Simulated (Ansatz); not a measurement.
**CAM-B3LYP/6-31G(d) (spherical functions) run of GaNH2ClF (SMILES [NH2][Ga]([F])[Cl])**

What is the vertical singlet–triplet gap of GaNH2ClF at CAM-B3LYP/6-31G* (spherical functions)? 

The results are computed with Ansatz 0.2.0.

128 further runs of the same task are left out: 128 set aside as unsound or not needed.

**1. The structure to begin with**

GaNH2ClF has 6 atoms, charge 0, and is taken as a singlet. As SMILES, `[NH2][Ga]([F])[Cl]`. The coordinates come from a PBE0-D4/def2-TZVP relaxation.

Bond lengths: N1–Ga2 1.791 Å, Ga2–F3 1.743 Å, Ga2–Cl4 2.117 Å, N1–H5 1.005 Å, N1–H6 1.005 Å. Angles: N1–Ga2–F3 119.0°, N1–Ga2–Cl4 124.0°, F3–Ga2–Cl4 116.9°, Ga2–N1–H5 121.8°, Ga2–N1–H6 122.2°, H5–N1–H6 113.3°.

**2. The energy at CAM-B3LYP/6-31G(d) (spherical functions)**

molecule.yaml

```yaml
crystal:
  periodic: [false, false, false]
  atoms:
    - symbol: N
      position_ang: [-0.193400, 1.027000, -0.045900]
    - symbol: Ga
      position_ang: [0.233000, -0.711000, 0.012900]
    - symbol: F
      position_ang: [1.569300, -1.221300, 1.009300]
    - symbol: Cl
      position_ang: [-0.740100, -2.208600, -1.123700]
    - symbol: H
      position_ang: [0.201900, 1.691500, 0.596800]
    - symbol: H
      position_ang: [-1.028600, 1.358600, -0.495600]
basis:
  gaussian:
    orbitals: 6-31G_st_-spherical.json
hamiltonian:
  xc: {name: CAM-B3LYP}
accuracy: high
output: {orbitals: {seedname: orbitals}}
```

The basis set 6-31G* is read from a file made from the Basis Set Exchange's data (not shown).

Command:

```console
ansatz run molecule.yaml --threads 1 --pin off --max-ram 3480MiB --events-out events.jsonl --progress --plain --runs-dir runs
```

Output:

```text
Warning: RAYON_NUM_THREADS=1 ignored (pool sized by the plan → 1); use --threads N
Functional definition: CAM-B3LYP
  name "CAM-B3LYP"
  parameter alpha = 0.19
  parameter beta = 0.46
  parameter omega = 0.33/bohr
  parameter ac = 0.81
  exchange = (1 - alpha - beta)*b88_x + beta*b88_x_sr(omega) + alpha*exact_x + beta*exact_x_lr(omega)
  correlation = (1 - ac)*vwn5_c + ac*lyp_c
1713 factors; integrals over basis functions are off by at most 4.7e-9 eV
388 factors; integrals over basis functions are off by at most 1.5e-9 eV
mean field evaluation 1: about -69130.4103 eV, gradient 6.1e1 eV
mean field evaluation 2: about -69125.2051 eV, gradient 8.2e1 eV
mean field evaluation 4: about -69137.0411 eV, gradient 1.8e0 eV
mean field evaluation 8: about -69137.1360 eV, gradient 2.1e-1 eV
mean field evaluation 16: about -69137.1361 eV, gradient 4.6e-5 eV
mean field -69137.13609565 eV, -2540.7428886812 hartree, gradient 6.6e-8 eV, S^2 0.000000; 0 other end points of the search recorded, 0 dependent functions left out
reference -69137.13611496 eV, -2540.7428893908 hartree; 33, 33 occupied and 49, 49 virtual orbitals, 1713 factors
Total energy: -69137.13611496 eV, -2540.7428893908 hartree
```

Wall time 8.7 s (1 thread of Arm Neoverse V1, shared host); peak memory 0.32 GiB.

**3. The triplet, same level**

molecule.yaml

```yaml
crystal:
  periodic: [false, false, false]
  atoms:
    - {symbol: "N", position_ang: [-0.193400, 1.027000, -0.045900]}
    - {symbol: Ga, position_ang: [0.233000, -0.711000, 0.012900]}
    - {symbol: F, position_ang: [1.569300, -1.221300, 1.009300]}
    - {symbol: Cl, position_ang: [-0.740100, -2.208600, -1.123700]}
    - {symbol: H, position_ang: [0.201900, 1.691500, 0.596800]}
    - {symbol: H, position_ang: [-1.028600, 1.358600, -0.495600]}
basis:
  gaussian:
    orbitals: 6-31G_st_-spherical.json
magnetization:
  spin_polarized: true
  initial_magnetization: 2
hamiltonian:
  xc: {name: CAM-B3LYP}
accuracy: high
output: {orbitals: {seedname: orbitals}}
```

The basis set 6-31G* is read from a file made from the Basis Set Exchange's data (not shown).

Command:

```console
ansatz run molecule.yaml --threads 1 --pin off --max-ram 3480MiB --events-out events.jsonl --progress --plain --runs-dir runs
```

Output (excerpt; [...] marks lines left out):

```text
Warning: RAYON_NUM_THREADS=1 ignored (pool sized by the plan → 1); use --threads N
[... 2 set-up lines as earlier in the session ...]
[...]
1713 factors; integrals over basis functions are off by at most 4.7e-9 eV
388 factors; integrals over basis functions are off by at most 1.5e-9 eV
[...]
mean field -69131.90272209 eV, -2540.5505657501 hartree, gradient 5.6e-8 eV, S^2 2.003938; 2 other end points of the search recorded, 0 dependent functions left out
reference -69131.90274074 eV, -2540.5505664354 hartree; 34, 32 occupied and 48, 50 virtual orbitals, 1713 factors
Total energy: -69131.90274074 eV, -2540.5505664354 hartree
```

Wall time 25 s (1 thread of Arm Neoverse V1, shared host); peak memory 0.49 GiB.

**4. Results**

At CAM-B3LYP/6-31G* (spherical functions):

```
                                        quantity           value
                           singlet: total energy  -2540.74289 Eh
                            singlet: HOMO energy        -9.39 eV
                            singlet: LUMO energy        -0.12 eV
                          singlet: HOMO–LUMO gap         9.27 eV
                           triplet: total energy  -2540.55057 Eh
     triplet: HOMO energy (highest over α and β)        -4.36 eV
                                   triplet: ⟨S²⟩           2.004
vertical energy of the triplet above the singlet        5.233 eV
```

In words: At this shape the triplet lies 5.23 eV (505 kJ/mol) above the singlet.
